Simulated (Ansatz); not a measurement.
# C2H6Ge: taking an electron away

Aim: the vertical ionisation energy of C2H6Ge, as cation minus neutral at the neutral's geometry, on several levels, and how well −ε(HOMO) stands in for it.

Method: unrestricted cation, the program's frozen cores in correlated methods; program: Ansatz 0.2.0, Gaussian basis.

Plan: UKS PBE-D4/def2-TZVPP; UKS r2SCAN-D4/def2-TZVPP; UKS PBE0-D4/def2-TZVPP; UKS B3LYP-D4/def2-TZVPP; UKS wB97X-V/def2-TZVPP; UKS wB97M-V/def2-TZVPP; UKS B2PLYP/def2-TZVPP; UHF-CCSD(T)/def2-TZVPP; UHF-MP2/def2-QZVPP; extrapolation to the limit; then −ε(HOMO) from the neutral's earlier runs with LDA (SPW92), PBE-D4, revPBE-D4, BLYP-D4, r2SCAN-D4, B97M-V, PBE0-D4, B3LYP-D4, r2SCANh-D4, r2SCAN0-D4, HSE06-D4, BHLYP-D4, CAM-B3LYP-D4, LC-ωPBE, ωB97X-V, ωB97M-V.

## 1. The geometry

All runs share one geometry, relaxed beforehand with PBE0-D4 in a triple-zeta def2 set.

9 atoms, charge 0, spin multiplicity 1.

Atoms are counted from 1 here; the program's logs count them from 0.

Bond lengths: C1–C2 1.327 Å, C1–H4 1.086 Å, C1–H5 1.087 Å, C2–Ge3 1.938 Å, C2–H6 1.088 Å, Ge3–H7 1.539 Å, Ge3–H8 1.538 Å, Ge3–H9 1.539 Å. Angles: C2–C1–H4 122.0°, C2–C1–H5 121.9°, H4–C1–H5 116.1°, C1–C2–Ge3 123.1°, C1–C2–H6 118.8°, Ge3–C2–H6 118.1°, C2–Ge3–H7 110.6°, C2–Ge3–H8 108.6°, C2–Ge3–H9 110.6°, H7–Ge3–H8 109.5°, H7–Ge3–H9 108.0°, H8–Ge3–H9 109.5°.

## 2. Cation, UKS PBE-D4/def2-TZVPP

File in.yaml:

```yaml
crystal:
  periodic: [false, false, false]
  atoms:
    - {symbol: C, position_ang: [-0.771401, 0.825445, -1.091141]}
    - {symbol: C, position_ang: [0.063860, 0.755049, -0.061888]}
    - {symbol: Ge, position_ang: [0.543391, -0.913917, 0.798726]}
    - {symbol: H, position_ang: [-1.239228, -0.059102, -1.514401]}
    - {symbol: H, position_ang: [-1.026998, 1.772127, -1.559635]}
    - {symbol: H, position_ang: [0.503131, 1.673927, 0.320650]}
    - {symbol: H, position_ang: [2.061773, -1.150765, 0.712597]}
    - {symbol: H, position_ang: [-0.196937, -2.060911, 0.091120]}
    - {symbol: H, position_ang: [0.150911, -0.888253, 2.286772]}
basis:
  gaussian: {orbitals: def2-TZVPP}
total_charge: 1
magnetization: {spin_polarized: true, initial_magnetization: 1}
hamiltonian: {xc: pbe, dispersion: d4}
```

Command:

```console
$ ansatz run in.yaml --threads 2 --pin off --events-out ev --progress --plain --max-ram 31744MiB --backend cpu
```

After this run come: Cation, UKS r2SCAN-D4/def2-TZVPP; Cation, UKS PBE0-D4/def2-TZVPP; Cation, UKS B3LYP-D4/def2-TZVPP; Cation, UKS wB97X-V/def2-TZVPP; Cation, UKS wB97M-V/def2-TZVPP; Cation, UKS B2PLYP (frozen core)/def2-TZVPP; Cation, UHF-CCSD(T)/def2-TZVPP; Cation, UHF-MP2/def2-QZVPP.

Q: Predict the results of all the runs planned. Wanted: ionisation energy, CCSD(T)/CBS; nearest functional by difference; nearest −ε(HOMO); −ε(HOMO) of PBE; T1 of the cation.

**Answer**, as computed:

| quantity | value |
| --- | --- |
| ionisation energy, CCSD(T)/CBS | 10.45 eV |
| nearest functional by difference | ωB97X-V (-0.25 eV) |
| nearest −ε(HOMO) | ωB97X-V (-0.17 eV) |
| −ε(HOMO) of PBE | 6.82 eV |
| T1 of the cation | 0.024 |

What this shows: By cation minus neutral, the functionals miss by 0.50 eV at most. −ε(HOMO) of PBE misses by 3.6 eV, since self-interaction lifts the level. Among orbital estimates ωB97X-V comes nearest. Hartree-Fock falls 1.65 eV short, as the neutral has more correlation energy than the cation. Correlated methods include outer-core shells of Ge, which these sets cover unevenly. With outer-core shells in play the reference is unsure by up to some tenths of an eV, so close misses can't be ranked.
